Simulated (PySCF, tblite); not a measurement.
**CH₁₃FN₂Si₄: geometry, infrared bands and NMR shifts**

Aim: predict the infrared bands and NMR shifts of CH₁₃FN₂Si₄ (`F[SiH2]N([SiH3])[SiH2]CN[SiH3]`).

The runs use tblite 0.8.0 and PySCF 2.14.0, with density-fitted response routines of our own; the level of theory stands in each step. All values are computed, except where a source is named. Atoms count from 0, in the outputs and in this text.

### Step 1. Starting geometry

21 atoms, charge 0, multiplicity 1; geometry from: force field or distance geometry start.

Bonds of the start (Å): F0–Si1 1.62, Si1–N2 1.68, N2–Si3 1.70, N2–Si4 1.69, Si4–C5 1.89, C5–N6 1.47, N6–Si7 1.71, Si1–H8 1.48, Si1–H9 1.48, Si3–H10 1.49, Si3–H11 1.47, Si3–H12 1.48, Si4–H13 1.49, Si4–H14 1.50, C5–H15 1.09, C5–H16 1.09, N6–H17 1.03, Si7–H18 1.48, Si7–H19 1.48, Si7–H20 1.48.

### Step 2. Optimising the geometry with GFN2-xTB

Job settings and geometry (Å):

```
{"job": {"kind": "relax", "xc": "GFN2-xTB", "basis": "xTB"}, "charge": 0, "multiplicity": 1}
F     -0.587100    -1.918100     1.299600
Si    -1.885900    -1.047100     0.880700
N     -1.328700     0.424700     0.295500
Si    -2.684400     1.393100    -0.063500
Si    -0.415100     0.192500    -1.108200
C      1.318700    -0.473400    -0.732100
N      1.930900     0.264000     0.387500
Si     3.494500    -0.027700     1.008200
H     -2.682800    -0.844700     2.116200
H     -2.676300    -1.805300    -0.108900
H     -3.478300     1.587800     1.179100
H     -2.253500     2.719300    -0.519100
H     -3.552600     0.751400    -1.070500
H     -1.114600    -0.703300    -2.069700
H     -0.249400     1.509300    -1.798900
H      1.931100    -0.365400    -1.621800
H      1.251600    -1.537800    -0.492200
H      1.280100     0.237400     1.179700
H      3.740900     0.957900     2.081200
H      4.459600     0.103100    -0.102500
H      3.492400    -1.400500     1.553100
```

Started as:

```console
OMP_NUM_THREADS=1 python probes_run.py task.json out
```

One launch serves the whole session: the jobs run in the order shown.

**Question.** This job is followed by: GFN2-xTB harmonic vibrations, gas phase; GIAO PBE0/pcSseg-1 NMR shielding, non-relativistic, gas phase. Predict these results of the whole session: strongest single infrared mode (GFN2-xTB); zero-point energy (GFN2-xTB); 13C shifts against TMS (PBE0/pcSseg-1); 1H shifts against TMS (PBE0/pcSseg-1, means over atoms taken as alike); 19F shifts against CFCl3 (PBE0/pcSseg-1); 29Si shifts against TMS (PBE0/pcSseg-1); 15N shifts against NH3 (PBE0/pcSseg-1).

The runs gave:

| quantity | value |
| --- | --- |
| strongest single infrared mode (GFN2-xTB) | 789 cm⁻¹, 530 km/mol |
| zero-point energy (GFN2-xTB) | 83.4 kcal/mol |
| 13C shifts against TMS (PBE0/pcSseg-1) | 34.2 ppm |
| 1H shifts against TMS (PBE0/pcSseg-1, means over atoms taken as alike) | 5.23, 4.86, 4.72, 4.67, 2.67, 0.02 ppm |
| 19F shifts against CFCl3 (PBE0/pcSseg-1) | -190.5 ppm |
| 29Si shifts against TMS (PBE0/pcSseg-1) | -14.8, -28.5, -53.9, -61.4 ppm |
| 15N shifts against NH3 (PBE0/pcSseg-1) | 6.0, -0.4 ppm |

In words: Relaxing lowered the energy by 0.776 eV in 278 steps; the close pair that moved most is N2–Si4, from 1.691 to 1.756 Å. No mode is imaginary among the 57: a minimum at this level. Unscaled tight-binding wavenumbers are off by several per cent, some by more. Its intensities can rank the bands wrongly. At PBE0/pcSseg-1: The widest tensor belongs to Si7: span 130 ppm, with a paramagnetic part of -478 ppm.
